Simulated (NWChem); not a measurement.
**C3H8O (methoxyethane): B3LYP/6-311+G(d,p)**

Aim: the electronic atomisation energy of C3H8O (methoxyethane) at B3LYP/6-311+G**, from 4 runs. 

The results are computed with NWChem 7.3.0.

8 further runs of the same task are left out: 1 that didn't finish, 7 set aside as unsound or not needed.

## 1. The system as given

C3H8O: 12 atoms, total charge 0, spin state singlet. SMILES: `CCOC`. The shape is that of a PBE0-D4/def2-TZVP optimisation. This is one conformer, not always the lowest.

Bond lengths: C1–C2 1.507 Å, C2–O3 1.405 Å, O3–C4 1.399 Å, C1–H5 1.092 Å, C1–H6 1.092 Å, C1–H7 1.092 Å, C2–H8 1.102 Å, C2–H9 1.102 Å, C4–H10 1.090 Å, C4–H11 1.100 Å, C4–H12 1.100 Å. Some angles: C1–C2–O3 108.9°, C2–O3–C4 112.4°, C1–C2–H8 110.6°, C1–C2–H9 110.6°, O3–C2–H8 109.9°, O3–C2–H9 109.9°, C2–C1–H5 110.6°, C2–C1–H6 110.6°, C2–C1–H7 110.4°, O3–C4–H10 107.7°.

## 2. A single-point energy at B3LYP/6-311+G(d,p) (run 1)

Contents of calc.nw:

```
start calc
title "C3H8O"
memory total 2200 mb
charge 0

geometry units angstrom noautosym nocenter noautoz
   C     -1.552400     0.504300     0.733800
   C     -0.424200    -0.307900     0.152000
   O      0.626400     0.556900    -0.197600
   C      1.717300    -0.124000    -0.747300
   H     -1.913800     1.234400     0.007100
   H     -1.218500     1.042600     1.623000
   H     -2.383900    -0.145800     1.014400
   H     -0.764400    -0.862800    -0.737000
   H     -0.068400    -1.054400     0.880100
   H      2.482200     0.614500    -0.988900
   H      2.138100    -0.852700    -0.039400
   H      1.438600    -0.660100    -1.666100
end

basis "ao basis" spherical bse
   * library 6-311+G**
end

dft
   xc b3lyp
   grid lebedev 75 11
   convergence energy 1e-08
   maxiter 100
   mulliken
   noprint "final vectors analysis"
end

task dft energy
```

Started as:

```bash
$ nwchem calc.nw > calc.out
```

Log, shortened:

```text
[...]
          Wavefunction type:  closed shell.
          No. of atoms     :    12
          No. of electrons :    34
[...]
          Charge           :     0
          Spin multiplicity:     1
[...]
          AO basis - number of functions:   136
[...]
              XC Information
              --------------
                         B3LYP Method XC Potential
                     Hartree-Fock (Exact) Exchange  0.200
                        Slater Exchange Functional  0.800 local
                    Becke 1988 Exchange Functional  0.720 non-local
              Lee-Yang-Parr Correlation Functional  0.810
                  VWN I RPA Correlation Functional  0.190 local
[...]
 d= 0,ls=0.0,diis     1   -194.3440789359 -3.29D+02  6.98D-03  7.30D-01     6.1
[...]
 d= 0,ls=0.0,diis     8   -194.4065575622  3.11D-09  1.65D-06  2.20D-07    37.1
         Total DFT energy =     -194.406557562236
      One electron energy =     -528.242872174129
           Coulomb energy =      227.532344111117
    Exchange-Corr. energy =      -27.915774210174
 Nuclear repulsion energy =      134.219744710949
[...]
      Total Density - Mulliken Population Analysis
     ---------------------------------------------
    Atom       Charge   Shell Charges
 -----------   ------   -------------------------------------------------------
    1 C    6     6.47   1.10  0.89  0.66  0.75  1.53  0.46  0.90  0.13  0.01  0.04
    2 C    6     6.13   1.10  0.89  0.63  0.76  1.49  0.41  0.72  0.05 -0.02  0.10
    3 O    8     8.21   1.08  0.91  0.98  1.00  2.06  0.83  1.42 -0.03 -0.05  0.01
    4 C    6     6.23   1.10  0.89  0.64  0.76  1.49  0.43  0.77  0.03  0.03  0.09
    5 H    1     0.86   0.28  0.47  0.08  0.02
    6 H    1     0.86   0.28  0.47  0.08  0.02
    7 H    1     0.87   0.28  0.48  0.09  0.02
    8 H    1     0.88   0.28  0.48  0.09  0.02
    9 H    1     0.88   0.28  0.48  0.09  0.02
   10 H    1     0.86   0.28  0.47  0.08  0.02
[...]
```

It took 38 s on 1 thread of Intel Xeon Platinum 8488C (Sapphire Rapids), shared host; peak memory 0.12 GiB.

## 3. The C atom (run 2)

Contents of c.nw:

```
start c
title "C"
memory 2200 mb

geometry units angstroms noautosym nocenter noautoz
C      0.000000     0.000000     0.000000
end

basis spherical bse
* library 6-311+G**
end

dft
xc b3lyp
mult 3
grid lebedev 75 11
convergence energy 1e-08
iterations 100
mulliken
print low
end

task dft
```

Run the same way, it converges to -37.85727 Eh (log not shown).

## 4. The H atom, same level (run 3)

Contents of h.xyz:

```xyz
1
H B3LYP
H      0.000000     0.000000     0.000000
```

Contents of h.nw:

```
start h
title "H B3LYP"
memory total 2200 mb
charge 0
geometry units angstroms noautosym nocenter noautoz
load format xyz h.xyz
end
basis spherical bse
* library 6-311+G**
end
dft
xc b3lyp
mult 2
grid lebedev 75 11
convergence energy 1e-08
iterations 100
mulliken
print low
end
task dft
```

Started as:

```bash
$ nwchem h.nw > h.out
```

Log, shortened:

```text
[...]
 d= 0,ls=0.0,diis     1     -0.5018533381 -5.02D-01  7.20D-03  9.19D-04     0.1
[...]
 d= 0,ls=0.0,diis     4     -0.5021559301 -3.30D-12  2.83D-08  5.12D-15     0.1
[...]
         Total DFT energy =       -0.502155930106
      One electron energy =       -0.499491860042
           Coulomb energy =        0.309256477804
    Exchange-Corr. energy =       -0.311920547868
 Nuclear repulsion energy =        0.000000000000
[...]
      Total Density - Mulliken Population Analysis
     ---------------------------------------------
    Atom       Charge   Shell Charges
 -----------   ------   -------------------------------------------------------
    1 H    1     1.00   0.18  0.45  0.36  0.00
     --------------------------------------------
      Spin Density - Mulliken Population Analysis
     --------------------------------------------
    Atom       Charge   Shell Charges
 -----------   ------   -------------------------------------------------------
    1 H    1     1.00   0.18  0.45  0.36  0.00
[...]
      <S2> =      0.7500 (Exact =     0.7500)
[...]
```

Wall time 0.7 s (1 thread of Intel Xeon Platinum 8488C (Sapphire Rapids), shared host); peak memory 0.1 GiB.

## 5. The O atom (run 4)

Contents of geom.nw:

```
start geom
title "O"
memory total 2200 mb
charge 0
geometry units angstrom noautosym nocenter noautoz
  O      0.000000     0.000000     0.000000
end
basis spherical bse
  * library 6-311+G**
end
dft
  xc b3lyp
  mult 3
  grid lebedev 75 11
  convergence energy 1e-08
  iterations 100
  mulliken
  print low
end
task dft energy
```

Run the same way, it converges to -75.08988 Eh (log not shown).

## 6. The series

```
run             level  partner  energy (Eh)  wall time
  1   B3LYP/6-311+G**     base  -194.406558       38 s
  2  UB3LYP/6-311+G**    atoms   -37.857267     0.95 s
  3  UB3LYP/6-311+G**    atoms    -0.502156      0.7 s
  4  UB3LYP/6-311+G**    atoms   -75.089877     0.89 s
```

## 7. Results

At B3LYP/6-311+G**:

| quantity | value |
| --- | --- |
| O atom: total energy | -75.08988 Eh |
| O atom: ⟨S²⟩ | 2.003 |
| electronic atomisation energy | 47.011 eV |

In words: Taking the molecule apart into free atoms costs 47.01 eV (1084 kcal/mol), before zero-point energy and without spin-orbit coupling. All runs together took 40 s, the longest 38 s.
